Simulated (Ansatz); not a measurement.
# FeCl3: the cost of one run

Program: Ansatz 0.2.0. Level of theory: DFT LDA+U (U_eff = 7 eV on Fe d), plane waves, PAW. These are calculated values, not measurements.

1 further run of the same task is left out (it didn't finish).

**1. The system as given**

Symmetry: Pm-3m, No. 221, cubic system. Conventional cell: a = 4.943 Å, b = 4.943 Å, c = 4.943 Å, α = 90.00°, β = 90.00°, γ = 90.00°. Fe (site symmetry m-3m) is surrounded by 6 Cl at 2.47 Å. Around Cl (site symmetry 4/mmm) lie 2 Fe at 2.47 Å.

Structure file:

```cif
data_structure
_symmetry_space_group_name_H-M 'Pm-3m'
_symmetry_Int_Tables_number 221
_cell_length_a 4.9425
_cell_length_b 4.9425
_cell_length_c 4.9425
_cell_angle_alpha 90.000
_cell_angle_beta 90.000
_cell_angle_gamma 90.000
_cell_volume 120.74
loop_
_atom_site_label
_atom_site_type_symbol
_atom_site_symmetry_multiplicity
_atom_site_Wyckoff_symbol
_atom_site_fract_x
_atom_site_fract_y
_atom_site_fract_z
_atom_site_occupancy
Fe1 Fe 1 a 0.00000 0.00000 0.00000 1
Cl1 Cl 3 d 0.50000 0.00000 0.00000 1
```

**2. Ferromagnetic start, free, symmetry kept, no search**

input.yaml

```yaml
crystal:
  lattice:
    - [4.9425175, 0.0, 0.0]
    - [0.0, 4.9425175, 0.0]
    - [0.0, 0.0, 4.9425175]
  atoms:
    - { symbol: Fe, position: [0.0, 0.0, 0.0], spin: 5.0 }
    - { symbol: Cl, position: [0.5, 0.0, 0.0] }
    - { symbol: Cl, position: [0.0, 0.0, 0.5] }
    - { symbol: Cl, position: [0.0, 0.5, 0.0] }
basis:
  ecutwfc: 420
  ecutrho_ratio: 4
kpoints:
  mp_grid: { grid: [4, 4, 4] }
hamiltonian:
  xc: lda
  hubbard: { sites: [{ site: 0, l: d, u_eff: 7.0 }] }
scf:
  occupations: { method: gaussian, width: 0.05 }
  lower_state_search: "off"
  max_iter: 150
output:
  forces: true
  stress: true
  eigenvalues: true
  populations: true
  hubbard: { sites: [{ site: 0, l: d }] }
magnetization:
  spin_polarized: true
```

Run with:

```
$ ansatz run input.yaml --threads 2 --pin off --max-ram 3072MiB --backend cpu --events-out ev --progress --plain --runs-dir out
```

**Question.** How long does this run take on 2 threads of Arm Neoverse N1, shared host, and how much memory does it need?

About 19 s, with a peak of 0.48 GiB.
